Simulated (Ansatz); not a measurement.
# CH6AlGeI: the cost of one run

All numbers are computed with Ansatz 0.2.0, driven from Python. Level of theory: r2SCAN/def2-TZVP.

## 1. Starting point

Bond lengths: Ge1–C2 1.944 Å, C2–Al3 1.972 Å, Al3–I4 2.526 Å, Ge1–H5 1.607 Å, Ge1–H6 1.534 Å, Ge1–H7 1.530 Å, C2–H8 1.083 Å, C2–H9 1.071 Å, Al3–H10 1.631 Å. Angles (14 of 15 angles, heavy atoms first): Ge1–C2–Al3 108.1°, C2–Al3–I4 122.5°, Ge1–C2–H8 108.2°, Ge1–C2–H9 110.5°, Al3–C2–H8 109.7°, Al3–C2–H9 110.2°, C2–Ge1–H5 106.7°, C2–Ge1–H6 110.9°, C2–Ge1–H7 111.9°, C2–Al3–H10 119.4°, I4–Al3–H10 118.0°, H8–C2–H9 110.0°, H5–Ge1–H6 106.1°, H5–Ge1–H7 109.0°.

The script holds or builds the structure itself.

## 2. The code

tae_ch6algei.py reads:

```python
# -*- coding: utf-8 -*-
from collections import Counter
from dataclasses import dataclass

import ansatz


@dataclass(frozen=True)
class Settings:
    basis: str = "def2-TZVP"
    xc: str = "r2scan"


cfg = Settings()


def total_energy(molecule, charge=0, unpaired=0):
    calc = (
        molecule.calculation()
        .basis(gaussian=cfg.basis)
        .functional(cfg.xc)
    )
    if charge:
        calc = calc.charge(charge)
    if unpaired:
        calc = calc.spin("collinear", total=unpaired)
    report = calc.run(threads=1, pin="off").report
    if report["published_state_doubts"]:
        print("  doubts:", report["published_state_doubts"])
    return report["free_energy_ev"]


def main():
    geometry_ang = [
        ("Ge", [0.4352, 1.4638, -0.0263]),
        ("C", [-0.818, -0.0216, 0.026]),
        ("Al", [0.218, -1.6989, -0.0047]),
        ("I", [-0.8784, -3.9731, 0.0806]),
        ("H", [-0.4426, 2.8094, -0.0419]),
        ("H", [1.2318, 1.4613, -1.3373]),
        ("H", [1.3533, 1.4809, 1.1981]),
        ("H", [-1.3808, 0.0427, 0.9489]),
        ("H", [-1.483, 0.0188, -0.8128]),
        ("H", [1.8476, -1.6344, -0.0278]),
    ]
    ch6algei = ansatz.Crystal.molecule()
    for symbol, xyz in geometry_ang:
        ch6algei = ch6algei.atom(symbol, xyz)

    unpaired = {"Ge": 2, "C": 2, "Al": 1, "I": 1, "H": 1}
    counts = Counter(site.symbol for site in ch6algei.cartesian_sites)
    atom_energy = {s: total_energy(ansatz.Crystal.molecule().atom(s, (0, 0, 0)), 0, unpaired[s]) for s in counts}
    whole = total_energy(ch6algei, 0, 0)
    for s, e in atom_energy.items():
        print(f"{s:2s} x{counts[s]}  {e:14.5f} eV")
    print(f"CH6AlGeI: {whole:.5f} eV")
    split = sum(counts[s] * e for s, e in atom_energy.items()) - whole
    print(f"atomisation energy (no zero-point term): {96.485332 * split:.1f} kJ/mol, {split / sum(counts.values()):.3f} eV an atom")


if __name__ == "__main__":
    main()
```

## 3. The calls as engine input

The package turns the script's settings into the engine's input (first run):

```yaml
crystal:
  periodic: [false, false, false]
  atoms:
    - { symbol: Ge, position_ang: [0.0, 0.0, 0.0] }
basis:
  gaussian:
    orbitals: def2-TZVP
hamiltonian:
  xc: r2scan
magnetization:
  spin_polarized: true
  initial_magnetization: 2.0
```

## 4. Running it

Run with:

```sh
python tae_ch6algei.py
```

Q: Estimate wall time and peak memory on 1 thread of Arm Neoverse V2, shared host.

About 27 s, with a peak of 0.35 GiB.
